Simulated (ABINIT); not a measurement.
# HfGe (P4/mmm) in ABINIT: equation of state

Aim: energy against volume of HfGe in PBE, for its equilibrium volume and stiffness.

Program: ABINIT 10.8.3 (patched build). These are calculated values, not measurements. Logs are shortened: lines on timing, memory, paths and dates and some standing lists are left out, and cuts for length are marked. The log counts tension as positive stress, the text compression.

**1. The crystal as given**

Symmetry: P4/mmm, No. 123, tetragonal system. Conventional cell: a = 3.220 Å, b = 3.220 Å, c = 4.108 Å, α = 90.00°, β = 90.00°, γ = 90.00°. Hf (site symmetry 4/mmm) is surrounded by 4 Ge at 2.28 Å. Around Ge (site symmetry 4/mmm) lie 4 Hf at 2.28 Å.

The cell was built by a generator and needn't be a form met in nature.

**2. Equation of state, PBE**

File run.abi:

```
ndtset 7
getwfk -1
scalecart1 3*0.9795861087
scalecart2 3*0.9864848297
scalecart3 3*0.9932883884
scalecart4 3*1.0000000000
scalecart5 3*1.0066227096
scalecart6 3*1.0131594038
scalecart7 3*1.0196128224

pp_dirpath "./"
pseudos "Hf.GGA_PBE-JTH.xml, Ge.GGA_PBE-JTH.xml"

acell 3*1.0
rprim
     6.0842869528     0.0000000000     0.0000000000
     0.0000000000     6.0842869528     0.0000000000
     0.0000000000     0.0000000000     7.7638031558
ntypat 2
znucl 72 32
natom 2
typat 1 2
xred
     0.5000000000     0.5000000000     0.0000000000
     0.0000000000     0.0000000000     0.0000000000

ecut 22.0
pawecutdg 44.0
pawxcdev 0
pawovlp 30

kptopt 1
ngkpt 8 8 7
nshiftk 1
shiftk 0.0 0.0 0.0

ixc 11

nband 17
occopt 3
tsmear 0.05 eV

nstep 100
tolvrs 1.0e-9

iomode 3
prtwf 1
prtden 0
prteig 0
prtebands 0
enunit 2
```

Potentials or basis: JTH PAW PBE v2.0.

The run is started by

```console
$ abinit run.abi > log 2>&1
```

run.abo:

```text
.Version 10.8.3 of ABINIT
 DATASET    1 : space group P4/m m m (#123); Bravais tP (primitive tetrag.)
================================================================================
 Values of the parameters that define the memory need for DATASET  1.
     intxc =       0    ionmov =       0      iscf =      17    lmnmax =      18
     lnmax =       6     mgfft =      36  mpssoang =       3    mqgrid =    3001
     natom =       2  nloc_mem =       2    nspden =       1   nspinor =       1
    nsppol =       1      nsym =      16    n1xccc =       1    ntypat =       2
    occopt =       3   xclevel =       2
       mpw =        1346          nfft =       26244          nkpt =          60
 PAW method is used; the additional fine FFT grid is defined by:
   mgfftf=        48    nfftf =     62208
================================================================================
================================================================================
[... 71 lines left out ...]
 DATASET    7 : space group P4/m m m (#123); Bravais tP (primitive tetrag.)
================================================================================
 Values of the parameters that define the memory need for DATASET  7.
     intxc =       0    ionmov =       0      iscf =      17    lmnmax =      18
     lnmax =       6     mgfft =      36  mpssoang =       3    mqgrid =    3001
     natom =       2  nloc_mem =       2    nspden =       1   nspinor =       1
    nsppol =       1      nsym =      16    n1xccc =       1    ntypat =       2
    occopt =       3   xclevel =       2
       mpw =        1526          nfft =       32400          nkpt =          60
 PAW method is used; the additional fine FFT grid is defined by:
   mgfftf=        48    nfftf =     76800
================================================================================
================================================================================

--------------------------------------------------------------------------------
------------- Echo of variables that govern the present computation ------------
--------------------------------------------------------------------------------
 -outvars: echo values of preprocessed input variables --------
            acell      1.0000000000E+00  1.0000000000E+00  1.0000000000E+00 Bohr
              amu      1.78490000E+02  7.26100000E+01
             ecut      2.20000000E+01 Hartree
           enunit           2
           getwfk          -1
                       outvar_i_n : Printing only first  50 k-points.
              ixc          11
           jdtset        1    2    3    4    5    6    7
                       outvar_i_n : Printing only first  50 k-points.
         kptrlatt        8    0    0      0    8    0      0    0    7
          kptrlen1     4.76806638E+01
          kptrlen2     4.80164542E+01
          kptrlen3     4.83476127E+01
          kptrlen4     4.86742956E+01
          kptrlen5     4.89966513E+01
          kptrlen6     4.93148203E+01
          kptrlen7     4.96289359E+01
            natom           2
            nband          17
           ndtset           7
            ngfft1         27      27      36
            ngfft2         27      27      36
            ngfft3         27      27      36
            ngfft4         27      27      36
            ngfft5         27      27      36
            ngfft6         30      30      36
            ngfft7         30      30      36
          ngfftdg1         36      36      48
          ngfftdg2         36      36      48
          ngfftdg3         40      40      48
          ngfftdg4         40      40      48
          ngfftdg5         40      40      48
          ngfftdg6         40      40      48
          ngfftdg7         40      40      48
             nkpt          60
            nstep         100
             nsym          16
           ntypat           2
                       prtocc : prtvol=0, do not print more k-points.
           occopt           3
        pawecutdg      4.40000000E+01 Hartree
          pawovlp      3.0000000000E+01
         pawxcdev           0
           prtden           0
        prtebands           0
           prteig           0
            rprim1     5.9600829803E+00  0.0000000000E+00  0.0000000000E+00
                       0.0000000000E+00  5.9600829803E+00  0.0000000000E+00
                       0.0000000000E+00  0.0000000000E+00  7.6053137221E+00
            rprim2     6.0020567785E+00  0.0000000000E+00  0.0000000000E+00
                       0.0000000000E+00  6.0020567785E+00  0.0000000000E+00
                       0.0000000000E+00  0.0000000000E+00  7.6588740340E+00
            rprim3     6.0434515819E+00  0.0000000000E+00  0.0000000000E+00
                       0.0000000000E+00  6.0434515819E+00  0.0000000000E+00
                       0.0000000000E+00  0.0000000000E+00  7.7116955245E+00
            rprim4     6.0842869528E+00  0.0000000000E+00  0.0000000000E+00
                       0.0000000000E+00  6.0842869528E+00  0.0000000000E+00
                       0.0000000000E+00  0.0000000000E+00  7.7638031558E+00
            rprim5     6.1245814184E+00  0.0000000000E+00  0.0000000000E+00
                       0.0000000000E+00  6.1245814184E+00  0.0000000000E+00
                       0.0000000000E+00  0.0000000000E+00  7.8152205695E+00
            rprim6     6.1643525416E+00  0.0000000000E+00  0.0000000000E+00
                       0.0000000000E+00  6.1643525416E+00  0.0000000000E+00
                       0.0000000000E+00  0.0000000000E+00  7.8659701766E+00
            rprim7     6.2036169922E+00  0.0000000000E+00  0.0000000000E+00
                       0.0000000000E+00  6.2036169922E+00  0.0000000000E+00
                       0.0000000000E+00  0.0000000000E+00  7.9160732482E+00
          spgroup         123
           tolvrs      1.00000000E-09
           tsmear      1.83746611E-03 Hartree
            typat      1  2
           useylm           1
                       outvars : Printing only first  50 k-points.
           xangst1     1.5769700431E+00  1.5769700431E+00  0.0000000000E+00
                       0.0000000000E+00  0.0000000000E+00  0.0000000000E+00
           xangst2     1.5880758318E+00  1.5880758318E+00  0.0000000000E+00
                       0.0000000000E+00  0.0000000000E+00  0.0000000000E+00
           xangst3     1.5990284251E+00  1.5990284251E+00  0.0000000000E+00
                       0.0000000000E+00  0.0000000000E+00  0.0000000000E+00
           xangst4     1.6098329989E+00  1.6098329989E+00  0.0000000000E+00
                       0.0000000000E+00  0.0000000000E+00  0.0000000000E+00
           xangst5     1.6204944554E+00  1.6204944554E+00  0.0000000000E+00
                       0.0000000000E+00  0.0000000000E+00  0.0000000000E+00
           xangst6     1.6310174414E+00  1.6310174414E+00  0.0000000000E+00
                       0.0000000000E+00  0.0000000000E+00  0.0000000000E+00
           xangst7     1.6414063676E+00  1.6414063676E+00  0.0000000000E+00
                       0.0000000000E+00  0.0000000000E+00  0.0000000000E+00
            xcart1     2.9800414902E+00  2.9800414902E+00  0.0000000000E+00
                       0.0000000000E+00  0.0000000000E+00  0.0000000000E+00
            xcart2     3.0010283892E+00  3.0010283892E+00  0.0000000000E+00
                       0.0000000000E+00  0.0000000000E+00  0.0000000000E+00
            xcart3     3.0217257910E+00  3.0217257910E+00  0.0000000000E+00
                       0.0000000000E+00  0.0000000000E+00  0.0000000000E+00
            xcart4     3.0421434764E+00  3.0421434764E+00  0.0000000000E+00
                       0.0000000000E+00  0.0000000000E+00  0.0000000000E+00
            xcart5     3.0622907092E+00  3.0622907092E+00  0.0000000000E+00
                       0.0000000000E+00  0.0000000000E+00  0.0000000000E+00
            xcart6     3.0821762708E+00  3.0821762708E+00  0.0000000000E+00
                       0.0000000000E+00  0.0000000000E+00  0.0000000000E+00
            xcart7     3.1018084961E+00  3.1018084961E+00  0.0000000000E+00
                       0.0000000000E+00  0.0000000000E+00  0.0000000000E+00
             xred      5.0000000000E-01  5.0000000000E-01  0.0000000000E+00
                       0.0000000000E+00  0.0000000000E+00  0.0000000000E+00
            znucl       72.00000   32.00000

================================================================================

 chkinp: Checking input parameters for consistency, jdtset=   1.

 chkinp: Checking input parameters for consistency, jdtset=   2.
[... 40 lines left out ...]
 getcut: wavevector=  0.0000  0.0000  0.0000  ngfft=  36  36  48
         ecut(hartree)=     44.000   => boxcut(ratio)=   2.02283

--- Pseudopotential description ------------------------------------------------
- pspini: atom type   1  psp file is ./Hf.GGA_PBE-JTH.xml
 Pseudopotential format is: paw10
 basis_size (lnmax)=  6 (lmn_size= 18), orbitals=   0   0   1   1   2   2
 Spheres core radius: rc_sph= 2.41119446
 Shapefunction is SIN type: shapef(r)=[sin(pi*r/rshp)/(pi*r/rshp)]**2
 Radius for shape functions =  2.41119446
 Compensation charge density is not taken into account in XC energy/potential

- pspini: atom type   2  psp file is ./Ge.GGA_PBE-JTH.xml
 Pseudopotential format is: paw10
 basis_size (lnmax)=  6 (lmn_size= 18), orbitals=   0   0   1   1   2   2
 Spheres core radius: rc_sph= 2.30476891
 Shapefunction is SIN type: shapef(r)=[sin(pi*r/rshp)/(pi*r/rshp)]**2
 Radius for shape functions =  1.99988291
 Compensation charge density is not taken into account in XC energy/potential

   2.94038688E+03                                ecore*ucvol(ha*bohr**3)
--------------------------------------------------------------------------------

[... 1323 lines left out ...]
-Cartesian components of stress tensor (GPa)         [Pressure=  4.7497E+01 GPa]
- sigma(1 1)= -7.21921396E+01  sigma(3 2)=  0.00000000E+00
- sigma(2 2)= -7.21921396E+01  sigma(3 1)=  0.00000000E+00
- sigma(3 3)=  1.89252582E+00  sigma(2 1)=  0.00000000E+00

== END DATASET(S) ==============================================================
================================================================================

 -outvars: echo values of variables after computation  --------
            acell      1.0000000000E+00  1.0000000000E+00  1.0000000000E+00 Bohr
           etotal1    -1.4542525148E+02
           etotal2    -1.4543991328E+02
           etotal3    -1.4545344909E+02
           etotal4    -1.4546597438E+02
           etotal5    -1.4547753933E+02
           etotal6    -1.4548818956E+02
           etotal7    -1.4549798018E+02
            fcart1    -0.0000000000E+00 -0.0000000000E+00 -0.0000000000E+00
                      -0.0000000000E+00 -0.0000000000E+00 -0.0000000000E+00
            fcart2    -0.0000000000E+00 -0.0000000000E+00 -0.0000000000E+00
                      -0.0000000000E+00 -0.0000000000E+00 -0.0000000000E+00
            fcart3    -0.0000000000E+00 -0.0000000000E+00 -0.0000000000E+00
                      -0.0000000000E+00 -0.0000000000E+00 -0.0000000000E+00
            fcart4    -0.0000000000E+00 -0.0000000000E+00 -0.0000000000E+00
                      -0.0000000000E+00 -0.0000000000E+00 -0.0000000000E+00
            fcart5    -0.0000000000E+00 -0.0000000000E+00 -0.0000000000E+00
                      -0.0000000000E+00 -0.0000000000E+00 -0.0000000000E+00
[... 38 lines left out ...]
                       0.0000000000E+00  0.0000000000E+00  0.0000000000E+00
           xangst1     1.5769700431E+00  1.5769700431E+00  0.0000000000E+00
                       0.0000000000E+00  0.0000000000E+00  0.0000000000E+00
           xangst2     1.5880758318E+00  1.5880758318E+00  0.0000000000E+00
                       0.0000000000E+00  0.0000000000E+00  0.0000000000E+00
           xangst3     1.5990284251E+00  1.5990284251E+00  0.0000000000E+00
                       0.0000000000E+00  0.0000000000E+00  0.0000000000E+00
           xangst4     1.6098329989E+00  1.6098329989E+00  0.0000000000E+00
                       0.0000000000E+00  0.0000000000E+00  0.0000000000E+00
           xangst5     1.6204944554E+00  1.6204944554E+00  0.0000000000E+00
                       0.0000000000E+00  0.0000000000E+00  0.0000000000E+00
           xangst6     1.6310174414E+00  1.6310174414E+00  0.0000000000E+00
                       0.0000000000E+00  0.0000000000E+00  0.0000000000E+00
           xangst7     1.6414063676E+00  1.6414063676E+00  0.0000000000E+00
                       0.0000000000E+00  0.0000000000E+00  0.0000000000E+00
             xred      5.0000000000E-01  5.0000000000E-01  0.0000000000E+00
                       0.0000000000E+00  0.0000000000E+00  0.0000000000E+00
 Calculation completed.
```

Wall time 3.9 min (1 thread of Arm Neoverse V2, shared host); peak memory 0.19 GiB.

What came out:

```
Equilibrium volume : outside the volumes run
```

Energy against volume, from the lowest point:
```tsv
volume (Å³/atom)	energy (meV/atom)
20.017	989.52
20.443	790.04
20.869	605.88
21.294	435.46
21.720	278.11
22.146	133.21
22.572	0.00
```

Caveat: the atomic spheres overlap. The run has no spin-orbit coupling, so splittings on Hf are missing.
